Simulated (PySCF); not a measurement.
# B2H2S2O (SMILES SB1OBS1) at 6 levels

We compute a comparison of 6 runs (MP2/STO-3G, MP2/3-21G, MP2/6-31G*, MP2/6-31+G*, MP2/6-311+G**, MP2/6-311++G(2d,2p)) of B2H2S2O. Input form: a Python script.

The calculation is run with PySCF 2.14.0.

### 1 The structure to begin with

The species is B2H2S2O (7 atoms), meant as a singlet with charge 0. As SMILES, `SB1OBS1`. The shape is that of a PBE0-D4/def2-TZVP optimisation. This is one conformer, not always the lowest.

Bond lengths: S1–B2 1.781 Å, B2–O3 1.394 Å, O3–B4 1.387 Å, B2–S5 1.841 Å, B4–S5 1.832 Å, S1–H6 1.345 Å, B4–H7 1.189 Å. Angles: S1–B2–O3 127.3°, S1–B2–S5 130.2°, O3–B2–S5 102.6°, B2–O3–B4 89.7°, O3–B4–S5 103.3°, B2–S5–B4 64.5°, B2–S1–H6 94.6°, O3–B4–H7 125.5°, S5–B4–H7 131.2°.

### 2 A single-point energy at MP2/STO-3G (run 1)

Input file calc.py:

```python
from pyscf import gto, scf, mp

mol = gto.Mole()
mol.atom = [
    ('S', (-1.594700, 0.794600, 1.402500)),
    ('B', (-0.211900, 0.312100, 0.389500)),
    ('O', (-0.181400, -0.697300, -0.571400)),
    ('B', (1.146800, -0.395600, -0.834200)),
    ('S', (1.501400, 0.981700, 0.321000)),
    ('H', (-2.432400, -0.120800, 0.882800)),
    ('H', (1.833600, -0.942500, -1.636000)),
]
mol.max_memory = 1860
mol.verbose = 3
mol.basis = 'sto-3g'
mol.build()

myscf = scf.RHF(mol)
myscf.conv_tol = 1e-10
myscf.kernel()
if not myscf.converged:
    myscf = myscf.newton().run(myscf.mo_coeff, myscf.mo_occ)

pt = mp.MP2(myscf, frozen=13).run()
e_tot = pt.e_tot
print('Final energy', e_tot)
```

The run is started by

```sh
OMP_NUM_THREADS=1 python calc.py
```

The program printed:

```text
converged SCF energy = -910.267588638757
E(RMP2) = -910.449773517906  E_corr = -0.182184879148518
E(SCS-RMP2) = -910.453503384661  E_corr = -0.185914745903878
Final energy -910.4497735179056
```

Run time: 0.88 s. Hardware: 1 thread of Arm Neoverse V1, shared host; peak memory 0.12 GiB.

### 3 The energy at MP2/3-21G (run 2)

Input file job.py:

```python
# SB1OBS1
from pyscf import gto, scf, mp

mol = gto.Mole()
mol.atom = '''
S       -1.594700       0.794600       1.402500
B       -0.211900       0.312100       0.389500
O       -0.181400      -0.697300      -0.571400
B        1.146800      -0.395600      -0.834200
S        1.501400       0.981700       0.321000
H       -2.432400      -0.120800       0.882800
H        1.833600      -0.942500      -1.636000
'''
mol.verbose = 4
mol.max_memory = 1860
mol.basis = '3-21g'
mol.spin = 0
mol.charge = 0
mol.build()

calc0 = scf.RHF(mol)
calc0.conv_tol = 1e-10
calc0.kernel()
if not calc0.converged:
    calc0 = calc0.newton().run(calc0.mo_coeff, calc0.mo_occ)

pt = mp.MP2(calc0, frozen=13).run()
energy = pt.e_tot
print('E(%s) = %.9f' % ('MP2', energy))
```

The run is started by

```sh
OMP_NUM_THREADS=1 python job.py
```

The program printed:

```text
PySCF version 2.14.0

[INPUT] num. atoms = 7
[INPUT] num. electrons = 52
[INPUT] charge = 0
[INPUT] spin (= nelec alpha-beta = 2S) = 0
[INPUT] symmetry False subgroup None
[INPUT] Mole.unit = angstrom
[INPUT] Symbol           X                Y                Z      unit          X                Y                Z       unit  Magmom
[INPUT]  1 S     -1.594700000000   0.794600000000   1.402500000000 AA   -3.013546250844   1.501576378579   2.650340889702 Bohr   0.0
[INPUT]  2 B     -0.211900000000   0.312100000000   0.389500000000 AA   -0.400432965795   0.589783523477   0.736048325518 Bohr   0.0
[INPUT]  3 O     -0.181400000000  -0.697300000000  -0.571400000000 AA   -0.342796318996  -1.317706026659  -1.079789507576 Bohr   0.0
[INPUT]  4 B      1.146800000000  -0.395600000000  -0.834200000000 AA    2.167137919651  -0.747575654878  -1.576409533112 Bohr   0.0
[INPUT]  5 S      1.501400000000   0.981700000000   0.321000000000 AA    2.837234803422   1.855144136486   0.606602085985 Bohr   0.0
[INPUT]  6 H     -2.432400000000  -0.120800000000   0.882800000000 AA   -4.596569825392  -0.228278915847   1.668250222766 Bohr   0.0
[INPUT]  7 H      1.833600000000  -0.942500000000  -1.636000000000 AA    3.465001822002  -1.781066872403  -3.091591939788 Bohr   0.0

nuclear repulsion = 231.605292934771
number of shells = 33
number of NR pGTOs = 105
number of NR cGTOs = 57
basis = 3-21g
ecp = {}

******** <class 'pyscf.scf.hf.RHF'> ********
method = RHF
initial guess = minao
damping factor = 0
level_shift factor = 0
DIIS = <class 'pyscf.scf.diis.CDIIS'>
diis_start_cycle = 1
diis_space = 8
diis_damp = 0
SCF conv_tol = 1e-10
SCF conv_tol_grad = None
SCF max_cycles = 50
direct_scf = True
direct_scf_tol = 1e-13
Set gradient conv threshold to 1e-05
Initial guess from minao.
init E= -916.55890590017
  HOMO = -0.327387998097694  LUMO = 0.0516027085761972  gap/eV = 10.31286
cycle= 1 E= -915.823935112959  delta_E= 0.735  |g|= 0.589  |ddm|= 2.88
  HOMO = -0.39643950915407  LUMO = 0.0230921727758462  gap/eV = 11.41604
cycle= 2 E= -915.916897345114  delta_E= -0.093  |g|= 0.304  |ddm|= 1.48
  HOMO = -0.400219135266507  LUMO = 0.0724235501923438  gap/eV = 12.86126
cycle= 3 E= -915.936127935512  delta_E= -0.0192  |g|= 0.0499  |ddm|= 0.32
  HOMO = -0.400172642649507  LUMO = 0.081225799171476  gap/eV = 13.09952
cycle= 4 E= -915.937104308355  delta_E= -0.000976  |g|= 0.0189  |ddm|= 0.128
  HOMO = -0.399468754465234  LUMO = 0.0778732349950744  gap/eV = 12.98914
cycle= 5 E= -915.937233148485  delta_E= -0.000129  |g|= 0.00379  |ddm|= 0.0551
  HOMO = -0.400492107551606  LUMO = 0.0777732700326363  gap/eV = 13.01426
cycle= 6 E= -915.937243447713  delta_E= -1.03e-05  |g|= 0.00111  |ddm|= 0.0132
  HOMO = -0.400447219442626  LUMO = 0.0779997081896382  gap/eV = 13.01920
cycle= 7 E= -915.937244778083  delta_E= -1.33e-06  |g|= 0.000322  |ddm|= 0.00532
  HOMO = -0.400500693275689  LUMO = 0.0779851814877701  gap/eV = 13.02026
cycle= 8 E= -915.937244898044  delta_E= -1.2e-07  |g|= 7.45e-05  |ddm|= 0.00177
  HOMO = -0.400502374997496  LUMO = 0.077987344771163  gap/eV = 13.02037
cycle= 9 E= -915.937244902758  delta_E= -4.71e-09  |g|= 1.98e-05  |ddm|= 0.000271
  HOMO = -0.400500825352306  LUMO = 0.0779877528841313  gap/eV = 13.02034
cycle= 10 E= -915.937244903069  delta_E= -3.11e-10  |g|= 6.69e-06  |ddm|= 5.9e-05
  HOMO = -0.400501334092  LUMO = 0.077987043837477  gap/eV = 13.02033
cycle= 11 E= -915.937244903103  delta_E= -3.34e-11  |g|= 2.06e-06  |ddm|= 2.15e-05
  HOMO = -0.400501081942316  LUMO = 0.0779872888734299  gap/eV = 13.02033
Extra cycle  E= -915.937244903101  delta_E= 1.14e-12  |g|= 9.66e-07  |ddm|= 4.3e-06
converged SCF energy = -915.937244903101

******** <class 'pyscf.mp.mp2.RMP2'> ********
nocc = 13, nmo = 44
frozen orbitals 13
E(RMP2) = -916.271216062893  E_corr = -0.333971159791952
E(SCS-RMP2) = -916.26662383272  E_corr = -0.329378929618258
E_corr(same-spin) = -0.0823689947677898
E_corr(oppo-spin) = -0.251602165024162
E(MP2) = -916.271216063
```

Wall time 1 s (1 thread of Arm Neoverse V1, shared host); peak memory 0.13 GiB.

Runs 3 to 5 aren't shown in full; the table further down has their settings and results.

### 4 A single-point energy at MP2/6-311++G(2d,2p) (run 6)

Input file run.py:

```python
# SB1OBS1
from pyscf import gto, mp

molecule = gto.M(
    atom='''
S     -3.013546     1.501576     2.650341
B     -0.400433     0.589784     0.736048
O     -0.342796    -1.317706    -1.079790
B      2.167138    -0.747576    -1.576410
S      2.837235     1.855144     0.606602
H     -4.596570    -0.228279     1.668250
H      3.465002    -1.781067    -3.091592
''',
    verbose=3,
    basis='6-311++g(2d,2p)',
    max_memory=1860,
    unit='bohr',
)

mf = molecule.RHF()
mf.conv_tol = 1e-10
mf.kernel()
if not mf.converged:
    mf = mf.newton().run(mf.mo_coeff, mf.mo_occ)

pt = mp.MP2(mf, frozen=13).run()
energy = pt.e_tot
print('E = %.10f Eh' % energy)
```

The run is started by

```sh
OMP_NUM_THREADS=1 python run.py
```

The program printed:

```text
converged SCF energy = -920.666421737742
E(RMP2) = -921.339050102105  E_corr = -0.672628364362689
E(SCS-RMP2) = -921.321202512275  E_corr = -0.654780774532895
E = -921.3390501021 Eh
```

It took 16 s on 1 thread of Arm Neoverse V1, shared host; peak memory 1.2 GiB.

### 5 The series

```tsv
run	level	energy (Eh)	dipole moment (D) of the reference	HOMO energy (eV)	LUMO energy (eV)	wall time
1	MP2/STO-3G	-910.449774	0.84	-7.36	6.81	0.88 s
2	MP2/3-21G	-916.271216	1.83	-10.90	2.12	1 s
3	MP2/6-31G* (spherical functions)	-921.130044	1.28	-10.54	2.81	2.4 s
4	MP2/6-31+G* (spherical functions)	-921.141600	1.12	-10.60	1.26	3.9 s
5	MP2/6-311+G**	-921.282896	1.08	-10.59	1.22	7.8 s
6	MP2/6-311++G(2d,2p)	-921.339050	0.85	-10.56	1.12	16 s
```

### 6 Results

| quantity | value |
| --- | --- |
| run 6: total energy | -921.33905 Eh |
| run 6: dipole moment (Hartree–Fock density) | 0.85 D |
| run 6: HOMO energy (Hartree–Fock orbitals) | -10.56 eV |
| run 6: LUMO energy (Hartree–Fock orbitals) | 1.12 eV |
| run 6: HOMO–LUMO gap (Hartree–Fock orbitals) | 11.68 eV |
| run 6: correlation energy (13 core orbitals frozen) | -672.6 mEh |

What this shows: In run 1 the basis is minimal, so the values are rough. All runs together took 32 s, the longest 16 s.
